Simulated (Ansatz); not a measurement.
# BrCl2GeH: a ladder of functionals and wavefunction methods

One table from this session's results is given with a row withheld; the runs are named, their logs left out.

Method: functionals in def2-TZVPP, the program's frozen cores in correlated methods; program: Ansatz 0.2.0, Gaussian basis.

The runs, in order: LDA (SPW92), PBE-D4, revPBE-D4, BLYP-D4, r2SCAN-D4, B97M-V, PBE0-D4, B3LYP-D4, r2SCANh-D4, r2SCAN0-D4, HSE06-D4, BHLYP-D4, CAM-B3LYP-D4, LC-ωPBE, ωB97X-V, ωB97M-V, B2PLYP, PBE-QIDH; CCSD(T)/def2-SVP; CCSD(T)/def2-TZVPP; MP2/def2-QZVPP; extrapolation to the limit; RPA on PBE.

### Structure used throughout

An earlier PBE0-D4 in a triple-zeta def2 set relaxation fixed the geometry.

5 atoms, charge 0, spin multiplicity 1.

Atoms are counted from 1 here; the program's logs count them from 0.

Bond lengths: Cl1–Ge2 2.129 Å, Ge2–Cl3 2.129 Å, Ge2–Br4 2.280 Å, Ge2–H5 1.526 Å. Angles: Cl1–Ge2–Cl3 108.2°, Cl1–Ge2–Br4 108.9°, Cl1–Ge2–H5 110.0°, Cl3–Ge2–Br4 108.9°, Cl3–Ge2–H5 110.0°, Br4–Ge2–H5 110.8°.

The first run:

The input, in.yaml:

```yaml
crystal:
  periodic: [false, false, false]
  atoms:
    - {symbol: Cl, position_ang: [-1.148257, -0.087966, 1.733275]}
    - {symbol: Ge, position_ang: [0.106109, 0.095461, 0.023327]}
    - {symbol: Cl, position_ang: [1.281529, -1.672493, -0.130838]}
    - {symbol: Br, position_ang: [-1.201831, 0.276801, -1.835626]}
    - {symbol: H, position_ang: [1.012349, 1.314597, 0.168362]}
basis:
  gaussian: {orbitals: def2-TZVPP}
hamiltonian: {xc: lda}
output: {orbitals: {seedname: orbitals}}
```

Steps of the session up to this table: LDA; PBE-D4 (GGA); revPBE-D4 (GGA); BLYP-D4 (GGA); r2SCAN-D4 (meta-GGA); B97M-V (meta-GGA); PBE0-D4 (hybrid); B3LYP-D4 (hybrid); r2SCANh-D4 (hybrid); r2SCAN0-D4 (hybrid); HSE06-D4 (hybrid); BHLYP-D4 (hybrid); CAM-B3LYP-D4 (range-separated); LC-ωPBE-D4 (range-separated; the results give it without D4); ωB97X-V (range-separated); ωB97M-V (range-separated); B2PLYP (double hybrid); PBE-QIDH (double hybrid).

One table of the session follows, with a row left open; its other results are not shown here.

It belongs to the step «Frontier levels by functional». 

| functional | HOMO (eV) | LUMO (eV) | gap (eV) |
| --- | --- | --- | --- |
| LDA (SPW92) | -7.76 | -2.89 | 4.87 |
| PBE-D4 | -7.61 | -2.61 | 5.00 |
| revPBE-D4 | -7.56 | -2.51 | 5.05 |
| BLYP-D4 | -7.42 | -2.56 | 4.86 |
| r2SCAN-D4 | -7.98 | -2.39 | 5.59 |
| B97M-V | -8.05 | -2.31 | 5.74 |
| PBE0-D4 | -8.95 | -1.67 | 7.28 |
| B3LYP-D4 | -8.65 | -1.98 | 6.67 |
| r2SCANh-D4 | -8.46 | -2.05 | 6.41 |
| r2SCAN0-D4 | -9.18 | -1.54 | 7.65 |
| HSE06-D4 | -8.55 | -2.04 | 6.51 |
| BHLYP-D4 | -10.10 | -0.67 | 9.43 |
| CAM-B3LYP-D4 | ? | ? | ? |
| LC-ωPBE | -11.71 | 0.58 | 12.29 |
| ωB97X-V | -11.32 | 0.50 | 11.82 |
| ωB97M-V | -11.16 | 0.34 | 11.50 |

**Question.** Estimate the row for CAM-B3LYP-D4.

**Answer.** HOMO (eV): -10.26; LUMO (eV): -0.66; gap (eV): 9.61. In the column «HOMO (eV)» it lies between ωB97M-V (-11.16) and BHLYP-D4 (-10.10).
